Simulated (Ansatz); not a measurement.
# CH4FOSi: the cost of one run

Computed with Ansatz 0.2.0 through its Python package. Level of theory: B3LYP/cc-pVDZ.

### Step 1. The system

Bond lengths: C1–Si2 1.792 Å, Si2–O3 1.629 Å, Si2–F4 1.619 Å, C1–H5 1.095 Å, C1–H6 1.118 Å, C1–H7 1.123 Å, O3–H8 1.028 Å. Angles: C1–Si2–O3 111.8°, C1–Si2–F4 107.8°, O3–Si2–F4 103.4°, Si2–C1–H5 115.0°, Si2–C1–H6 114.9°, Si2–C1–H7 112.2°, H5–C1–H6 107.1°, H5–C1–H7 103.3°, H6–C1–H7 103.1°, Si2–O3–H8 116.8°.

No structure file is read: the coordinates are typed or built in the script.

### Step 2. The script

File scan.py:

```python
"""Stretching a bond of CH4FOSi, the rest held rigid."""

import ansatz as az
import matplotlib.pyplot as plt
import numpy as np


def main() -> None:
    geometry_ang = [
        ("C", (-0.6451, 0.8229, -0.0184)),
        ("Si", (-0.229, -0.915, 0.1094)),
        ("O", (1.1333, -1.1478, 0.9708)),
        ("F", (0.1679, -1.4398, -1.3699)),
        ("H", (0.1068, 1.4439, -0.5168)),
        ("H", (-0.891, 1.3198, 0.9525)),
        ("H", (-1.5694, 0.994, -0.6323)),
        ("H", (2.0187, -1.135, 0.4489)),
    ]
    ch4fosi = az.Crystal.molecule()
    for symbol, xyz in geometry_ang:
        ch4fosi = ch4fosi.atom(symbol, xyz)

    symbols = [site.symbol for site in ch4fosi.cartesian_sites]
    start = np.array([site.position_ang for site in ch4fosi.cartesian_sites])
    axis = (start[3] - start[1]) / np.linalg.norm(start[3] - start[1])
    moving = [3]
    lengths, energies = [1.425, 1.49, 1.554, 1.619, 1.684, 1.749, 1.813, 1.91], []
    for length in lengths:
        xyz = start.copy()
        xyz[moving] += (length - np.linalg.norm(start[3] - start[1])) * axis
        point = az.Crystal.molecule()
        for symbol, place in zip(symbols, xyz):
            point = point.atom(symbol, place.tolist())
        calc = (
            point.calculation()
            .basis(gaussian="cc-pVDZ")
            .functional("B3LYP")
            .spin("collinear", total=1)
            .scf(lower_state_search="light")
        )
        summary = calc.run().report
        energies.append(summary["free_energy_ev"])
        print(f"r = {length:6.3f} A  E = {energies[-1]:.5f} eV  <S^2> = {abs(summary['mean_field']['state']['spin_squared']):.3f}")

    # quartic fit about the minimum
    fit = np.polynomial.Polynomial.fit(lengths, np.array(energies) - min(energies), 4).convert()
    roots = [r.real for r in fit.deriv().roots() if abs(r.imag) < 1e-9 and fit.deriv(2)(r.real) > 0]
    r_e = min(roots, key=lambda r: abs(r - lengths[int(np.argmin(energies))]))
    print(f"minimum of the fit at {r_e:.4f} A, force constant {fit.deriv(2)(r_e):.2f} eV/A^2")
    plt.figure(figsize=(4.5, 3))
    plt.plot(lengths, np.array(energies) - min(energies), "o-")
    plt.xlabel("bond length (A)")
    plt.ylabel("E - E(min) (eV)")
    plt.tight_layout()
    plt.savefig("scan.png", dpi=100)


if __name__ == "__main__":
    main()
```

### Step 3. The calls as engine input

The package turns the script's settings into the engine's input (first run):

```yaml
crystal:
  periodic: [false, false, false]
  atoms:
    - { symbol: C, position_ang: [-0.6451, 0.8229, -0.0184] }
    - { symbol: Si, position_ang: [-0.229, -0.915, 0.1094] }
    - { symbol: O, position_ang: [1.1333, -1.1478, 0.9708] }
    - { symbol: F, position_ang: [0.12033316976662767, -1.3769048815659517, -1.1926119879964028] }
    - { symbol: H, position_ang: [0.1068, 1.4439, -0.5168] }
    - { symbol: H, position_ang: [-0.891, 1.3198, 0.9525] }
    - { symbol: H, position_ang: [-1.5694, 0.994, -0.6323] }
    - { symbol: H, position_ang: [2.0187, -1.135, 0.4489] }
basis:
  gaussian:
    orbitals: cc-pVDZ
hamiltonian:
  xc: b3lyp
magnetization:
  spin_polarized: true
  initial_magnetization: 1.0
scf:
  lower_state_search: light
```

### Step 4. Launch

Command:

```bash
> python scan.py
```

What time and memory should one allow on 1 thread of Arm Neoverse V2, shared host?

About 26 s, with a peak of 0.29 GiB.
